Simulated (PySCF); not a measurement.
# C₃H₄FNOSi: geometry, spin-spin couplings

What spin-spin couplings should C₃H₄FNOSi (`C=CO[Si@@H](F)C#N`) show?

The runs use PySCF 2.14.0, with density-fitted response routines of our own; the level of theory stands in each step. All values are computed, except where a source is named. Atoms are numbered from 0 throughout.

## Step 1: The starting structure

11 atoms, charge 0, multiplicity 1; geometry from: GFN2-xTB. The atoms were then displaced at random by about 0.01 Å, so the start is not that level's minimum.

Bonds of the start (Å): C0–C1 1.32, C1–O2 1.36, O2–Si3 1.56, Si3–F4 1.62, Si3–C5 1.88, C5–N6 1.14, C0–H7 1.07, C0–H8 1.12, C1–H9 1.08, Si3–H10 1.45.

## Step 2: Optimising the geometry at PBE0-D3(BJ)/def2-SVP

Job settings and geometry (Å):

```
{"job": {"xc": "PBE0", "basis": "def2-SVP", "d3": "d3bj", "grid": 1, "shake": 0.01, "kind": "geom"}, "charge": 0, "multiplicity": 1}
C      1.734690     0.271420     0.568190
C      1.384440    -0.472510    -0.462780
O      0.130520    -0.618360    -0.980310
Si    -1.267830     0.017520    -0.681870
F     -2.208210    -0.817210    -1.710600
C     -1.899590    -0.376060     1.047260
N     -2.223110    -0.591930     2.123300
H      2.744390     0.357500     0.903670
H      0.975030     0.884580     1.108630
H      2.110670    -1.069610    -0.989100
H     -1.442880     1.428750    -0.942060
```

The run is started by

```
$ OMP_NUM_THREADS=1 python probes_run.py task.json out
```

This one command runs all jobs of the session in turn.

**Question.** This job is followed by: B3LYP/cc-pVTZ indirect spin-spin coupling, non-relativistic, gas phase; B3LYP/6-31G* indirect spin-spin coupling, non-relativistic, gas phase. Predict these results of the whole session: point group; rotational constants (main isotopes); largest coupling of the table (B3LYP/cc-pVTZ); range of J(Si3,F4), mean over like pairs.

**Answer**, as computed:

| quantity | value |
| --- | --- |
| point group | C1 |
| rotational constants (main isotopes) | 2.76, 1.82, 1.19 GHz |
| largest coupling of the table (B3LYP/cc-pVTZ) | ¹J(Si,F) Si3–F4, 337.8 Hz |
| range of J(Si3,F4), mean over like pairs | 256.3 to 337.8 Hz |

The start of the PBE0/def2-SVP relaxation was shaken at random by about 0.01 Å, so part of the energy gained, and of the first lengths quoted, undoes that. Relaxing lowered the energy by 0.246 eV in 6 steps; the close pair that moved most is O2–Si3, from 1.565 to 1.643 Å. In the run at B3LYP/cc-pVTZ, the largest coupling of the table is Si3–F4, 337.8 Hz, of which the Fermi-contact term gives 262.1 Hz. Couplings across rotatable bonds belong to this one conformer; where others are populated, the observed values are averages. The coupling Si3–F4, as a mean over pairs of its kind, runs from 256.3 Hz (B3LYP/6-31G*) to 337.8 Hz (B3LYP/cc-pVTZ). Couplings from bases without tight functions are rough.
